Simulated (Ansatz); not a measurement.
# Ru: strong compression

The task here is to estimate one member of a computed series from the others.

Computed with Ansatz 0.2.0 (DFT, PBEsol, PAW with Ansatz's default frozen-core files, scalar-relativistic, unless a step's input says otherwise).

### The starting structure

It takes space group P6_3/mmc (No. 194, hexagonal). Conventional cell: a = 2.684 Å, b = 2.684 Å, c = 4.349 Å, α = 90.00°, β = 90.00°, γ = 120.00°. Ru (site symmetry -6m2) is surrounded by 12 Ru at 2.67 to 2.68 Å.

Coordinates:

```cif
data_structure
_symmetry_space_group_name_H-M 'P 1'
_symmetry_Int_Tables_number 1
_cell_length_a 2.6844
_cell_length_b 2.6844
_cell_length_c 4.3488
_cell_angle_alpha 90.000
_cell_angle_beta 90.000
_cell_angle_gamma 120.000
_cell_volume 27.14
loop_
_atom_site_label
_atom_site_type_symbol
_atom_site_fract_x
_atom_site_fract_y
_atom_site_fract_z
_atom_site_occupancy
Ru1 Ru 0.33333 0.66667 0.25000 1
Ru2 Ru 0.66667 0.33333 0.75000 1
```

Whether this phase is the stable one at these pressures isn't tested.

Atoms are numbered in the order of the input: Ru1, Ru2.

Set-up of the first run:

input.yaml reads:

```yaml
crystal:
  lattice:
    - [2.684446372, 0.0, 0.0]
    - [-1.342223186, 2.3247987533, 0.0]
    - [0.0, 0.0, 4.3488031227]
  atoms:
    - { symbol: Ru, position: [0.3333333333, 0.6666666667, 0.25] }
    - { symbol: Ru, position: [0.6666666667, 0.3333333333, 0.75] }
kpoints:
  mp_grid: { grid: [18, 18, 10] }
scf:
  occupations: { method: fermi_dirac, width: 0.05 }
hamiltonian:
  xc: pbesol
  pseudopotentials: { kind: paw }
output:
  forces: true
  stress: true
relax:
  f_tol: 0.005
  max_steps: 40
  cell: {}
```

The run is started by

```bash
$ ansatz run input.yaml --threads 1 --pin off --max-ram 2048MiB --backend cpu --events-out ev --progress --plain --runs-dir out
```

Among the steps run: Cell relaxed at zero pressure, PAW; Volume scaled by 1, PAW; Shape and atoms relaxed at 0.94 of the volume, PAW; Volume scaled by 0.94, PAW; Shape and atoms relaxed at 0.88 of the volume, PAW; Volume scaled by 0.88, PAW; Shape and atoms relaxed at 0.8 of the volume, PAW; Volume scaled by 0.8, PAW; Shape and atoms relaxed at 0.72 of the volume, PAW; Volume scaled by 0.72, PAW; Shape and atoms relaxed at 0.64 of the volume, PAW; Volume scaled by 0.64, PAW; Shape and atoms relaxed at 0.55 of the volume, PAW; Volume scaled by 0.55, PAW; Shape and atoms relaxed at 0.45 of the volume, PAW; Volume scaled by 0.45, PAW; Volume scaled by 0.45, PAW (partial_waves polarizable).

One of the session's tables, all rows but one given; the rest of the session is left out.

 The rows PAW, 0.45 and PAW (partial_waves polarizable), 0.45 agree to the last digit and may rest on the same set-up.

| method | volume over the first | volume (Å³/atom) | pressure (GPa) |
| --- | --- | --- | --- |
| PAW | 1 | ? | ? |
| PAW | 0.94 | 12.520 | 24.87 |
| PAW | 0.88 | 11.721 | 60.01 |
| PAW | 0.8 | 10.655 | 130.54 |
| PAW | 0.72 | 9.590 | 243.78 |
| PAW | 0.64 | 8.524 | 427.95 |
| PAW | 0.55 | 7.325 | 793.04 |
| PAW | 0.45 | 5.993 | 1603.48 |
| PAW (partial_waves polarizable) | 0.45 | 5.993 | 1603.48 |

**Question.** Estimate the row for PAW, 1.

The run gave: volume (Å³/atom): 13.319; pressure (GPa): 0.01. In the column «volume (Å³/atom)» it is the highest.
